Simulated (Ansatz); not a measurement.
**CH₃InO₂: up Jacob's ladder to CCSD(T)**

One table from this session's results is given with a row withheld; the runs are named, their logs left out.

Computed with Ansatz 0.2.0, Gaussian basis. Level: functionals in def2-TZVPP, the program's frozen cores in correlated methods.

Plan: LDA (SPW92), PBE-D4, revPBE-D4, BLYP-D4, r2SCAN-D4, B97M-V, PBE0-D4, B3LYP-D4, r2SCANh-D4, r2SCAN0-D4, HSE06-D4, BHLYP-D4, CAM-B3LYP-D4, LC-ωPBE, ωB97X-V, ωB97M-V, B2PLYP, PBE-QIDH; CCSD(T)/def2-SVP; CCSD(T)/def2-TZVPP; MP2/def2-QZVPP; extrapolation to the limit; RPA on PBE.

## The geometry

The geometry comes from an earlier relaxation with PBE0-D4 in a triple-zeta def2 set; it is a stationary point, not always the lowest conformer. In takes the def2 core potential; no spin-orbit term is included.

7 atoms, charge 0, spin multiplicity 1.

Atoms are counted from 1 here; the program's logs count them from 0.

Bond lengths: O1–C3 1.455 Å, O1–H5 0.961 Å, In2–O4 2.094 Å, C3–O4 1.343 Å, C3–H6 1.104 Å, C3–H7 1.105 Å. Angles: C3–O1–H5 111.1°, O1–C3–O4 107.2°, O1–C3–H6 107.6°, O1–C3–H7 107.7°, O4–C3–H6 112.5°, O4–C3–H7 112.9°, H6–C3–H7 108.7°, In2–O4–C3 112.7°.

Geometry (Å):

```
O    -0.7215    0.6869   -0.0599
In   -0.8753   -1.0329   -2.0567
C     0.3910   -0.1391    0.3845
O     0.4852   -1.1706   -0.4703
H    -0.6887    1.5580    0.3453
H     0.1744   -0.4647    1.4165
H     1.2962    0.4947    0.3949
```

The first run:

Input file in.yaml:

```yaml
crystal:
  periodic: [false, false, false]
  atoms:
    - {symbol: O, position_ang: [-0.721517, 0.686880, -0.059909]}
    - {symbol: In, position_ang: [-0.875343, -1.032927, -2.056705]}
    - {symbol: C, position_ang: [0.390961, -0.139140, 0.384485]}
    - {symbol: O, position_ang: [0.485212, -1.170633, -0.470305]}
    - {symbol: H, position_ang: [-0.688723, 1.557973, 0.345302]}
    - {symbol: H, position_ang: [0.174440, -0.464711, 1.416523]}
    - {symbol: H, position_ang: [1.296172, 0.494659, 0.394908]}
basis:
  gaussian: {orbitals: def2-TZVPP}
hamiltonian: {xc: lda}
output: {orbitals: {seedname: orbitals}}
```

Run with:

```console
ansatz run in.yaml --threads 2 --pin off --events-out ev --progress --plain --max-ram 4352MiB
```

Steps of the session up to this table: LDA; PBE-D4 (GGA); revPBE-D4 (GGA); BLYP-D4 (GGA); r2SCAN-D4 (meta-GGA); B97M-V (meta-GGA); PBE0-D4 (hybrid); B3LYP-D4 (hybrid); r2SCANh-D4 (hybrid); r2SCAN0-D4 (hybrid); HSE06-D4 (hybrid); BHLYP-D4 (hybrid); CAM-B3LYP-D4 (range-separated); LC-ωPBE (range-separated); ωB97X-V (range-separated); ωB97M-V (range-separated); B2PLYP (double hybrid); PBE-QIDH (double hybrid).

One table of the session follows, with a row left open; its other results are not shown here.

```
  functional  HOMO (eV)  LUMO (eV)  gap (eV)
 LDA (SPW92)      -5.54      -1.93      3.60
      PBE-D4          ?          ?         ?
   revPBE-D4      -5.31      -1.66      3.64
     BLYP-D4      -5.29      -1.71      3.59
   r2SCAN-D4      -5.65      -1.57      4.08
      B97M-V      -5.62      -1.77      3.85
     PBE0-D4      -6.55      -1.12      5.44
    B3LYP-D4      -6.43      -1.36      5.07
  r2SCANh-D4      -6.15      -1.34      4.81
  r2SCAN0-D4      -6.76      -1.01      5.75
    HSE06-D4      -6.16      -1.46      4.70
    BHLYP-D4      -7.49      -0.55      6.94
CAM-B3LYP-D4      -7.84      -0.35      7.48
     LC-ωPBE      -8.93       0.63      9.56
     ωB97X-V      -8.68       0.53      9.22
     ωB97M-V      -8.67       0.26      8.93
```

**Question.** Estimate the row for PBE-D4.

As computed: HOMO (eV): -5.37; LUMO (eV): -1.74; gap (eV): 3.64. In the column «HOMO (eV)» it lies between LDA (SPW92) (-5.54) and revPBE-D4 (-5.31).

To keep in mind: All levels share the lack of spin-orbit coupling, which lowers the free heavy atoms and so the true binding.
